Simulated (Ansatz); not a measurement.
# BF2H3N: the cost of one run

All numbers below are computed with Ansatz 0.2.0 (UKS PBE-D4/cc-pVDZ).

### Step 1. Starting point

Bond lengths: B1–F3 1.320 Å, B1–F4 1.320 Å, N5–H6 1.060 Å, N5–H7 1.060 Å. Angles: F3–B1–F4 120.0°, H6–N5–H7 120.0°.

As a file:

```xyz
7

B     0.0000    0.0000    0.0000
H     0.0000    0.0000    1.4400
F     1.1431    0.0000   -0.6600
F    -1.1431    0.0000   -0.6600
N     0.0000    0.0000    2.8000
H    -0.4960   -0.7725    3.3300
H     0.4960    0.7725    3.3300
```

### Step 2. A restrained relaxation towards end A

Springs on the bonds that form and break draw the guess towards this end; the thresholds are loose.

input.yaml

```yaml
crystal:
  periodic: [false, false, false]
  atoms:
    - { symbol: B, position_ang: [0.0, 0.0, 0.0] }
    - { symbol: H, position_ang: [0.0, 0.0, 1.44] }
    - { symbol: F, position_ang: [1.1431, 0.0, -0.66] }
    - { symbol: F, position_ang: [-1.1431, 0.0, -0.66] }
    - { symbol: "N", position_ang: [0.0, 0.0, 2.8] }
    - { symbol: H, position_ang: [-0.496, -0.7725, 3.33] }
    - { symbol: H, position_ang: [0.496, 0.7725, 3.33] }
magnetization:
  spin_polarized: true
  initial_magnetization: 1
basis:
  gaussian: { orbitals: cc-pVDZ }
hamiltonian:
  xc: pbe
  dispersion: d4
relax:
  f_tol: 0.15
  max_steps: 25
  restrain:
    - { distance: [1, 4], at: 2.26, k: 30.0 }
    - { distance: [0, 1], at: 1.19, k: 30.0 }
```

Launch:

```bash
$ ansatz run input.yaml --threads 2 --pin off --max-ram 3072MiB --backend cpu --events-out ev --progress --plain --runs-dir out
```

**Question.** How long does this run take on 2 threads of AMD EPYC 7R43 (Zen 3), shared host, and how much memory does it need?

About 38 s, with a peak of 0.17 GiB.
